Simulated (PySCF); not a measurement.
# From one method to the next for As2

What do other methods print for As2?

Computed with PySCF 2.14.0. Level: each script names its method and basis.

3 further runs of the same task are left out: 3 that didn't finish.

## 1. Starting geometry

As2: 2 atoms, charge 0, spin multiplicity 1.

Bond lengths: As1–As2 2.350 Å.

## 2. Base script

input.py

```python
from pyscf import gto, dft, tdscf

mol = gto.M(
    atom='As 0 0 0; As 0 0 2.35',
    basis='sbkjc',
    ecp={'As': 'sbkjc'},
    charge=0,
    spin=0,
    verbose=4,
)
mf = dft.RKS(mol, xc='pbe0')
mf.kernel()
td = tdscf.TDDFT(mf)
td.nstates = 4
td.kernel()
td.analyze(verbose=3)
mf.dip_moment()
print('orbital energies (hartree):', mf.mo_energy[..., max(0, mol.nelec[1]-3):mol.nelec[0]+3].round(4))
```

Launch:

```console
$ OMP_NUM_THREADS=1 python input.py
```

## 3. R2scan

Variant 1 changes functional: pbe0 → r2scan.

input.py, as its differences from that of step 2:

```diff
@@ -10,3 +10,3 @@
 )
-mf = dft.RKS(mol, xc='pbe0')
+mf = dft.RKS(mol, xc='r2scan')
 mf.kernel()
```

## 4. Frequency run (RHF)

Variant 2 changes step after the SCF: tddft → frequency; SCF type: RKS → RHF; functional: pbe0 → none (Hartree–Fock).

input.py

```python
from pyscf import gto, scf
from pyscf.hessian import thermo

mol = gto.M(
    atom='As 0 0 0; As 0 0 2.35',
    basis='sbkjc',
    ecp={'As': 'sbkjc'},
    charge=0,
    spin=0,
    verbose=4,
)
mf = scf.RHF(mol)
mf.kernel()
hess = mf.Hessian().kernel()
print('wavenumber (cm^-1) =', thermo.harmonic_analysis(mol, hess)['freq_wavenumber'].round(1))
mf.dip_moment()
print('orbital energies (hartree):', mf.mo_energy[..., max(0, mol.nelec[1]-3):mol.nelec[0]+3].round(4))
```

## 5. Gradient

Variant 3 changes step after the SCF: tddft → gradient.

input.py, as its differences from that of step 2:

```diff
@@ -1,2 +1,2 @@
-from pyscf import gto, dft, tdscf
+from pyscf import gto, dft
 
@@ -12,6 +12,5 @@
 mf.kernel()
-td = tdscf.TDDFT(mf)
-td.nstates = 4
-td.kernel()
-td.analyze(verbose=3)
+g = mf.nuc_grad_method()
+g.grid_response = True
+g.kernel()
 mf.dip_moment()
```

## 6. Pbe

Variant 4 changes functional: pbe0 → pbe.

input.py, as its differences from that of step 2:

```diff
@@ -10,3 +10,3 @@
 )
-mf = dft.RKS(mol, xc='pbe0')
+mf = dft.RKS(mol, xc='pbe')
 mf.kernel()
```

## 7. Stability test

Variant 5 changes step after the SCF: tddft → stability.

input.py, as its differences from that of step 2:

```diff
@@ -1,2 +1,2 @@
-from pyscf import gto, dft, tdscf
+from pyscf import gto, dft
 
@@ -12,6 +12,3 @@
 mf.kernel()
-td = tdscf.TDDFT(mf)
-td.nstates = 4
-td.kernel()
-td.analyze(verbose=3)
+mf.stability(internal=True, external=True)
 mf.dip_moment()
```

**Question.** What will these runs give? Wanted: for each run, E(SCF); from base; gap; after the SCF.

As calculated:

```
                run  E(SCF) (hartree)  from base (eV)  cycles  gap (eV)                 after the SCF
               base        -12.418797               0       6      3.79     lowest root found 2.02 eV
             r2scan        -12.431628  not comparable       6      2.56     lowest root found 2.56 eV
frequency run (RHF)        -12.044586  not comparable       7      7.93         highest mode 287 cm⁻¹
           gradient        -12.418797          0.0000       6      3.79                           n/a
                pbe        -12.445758  not comparable       6      2.35     lowest root found 2.35 eV
     stability test        -12.418797          0.0000       6      3.79  unstable: RHF/RKS -> UHF/UKS
```

What this shows: The gap between the frontier levels is 2.4 eV with pbe (0 % exact exchange) and 3.8 eV with pbe0 (25 %): exact exchange opens it. A lower total energy from another functional means nothing by itself.
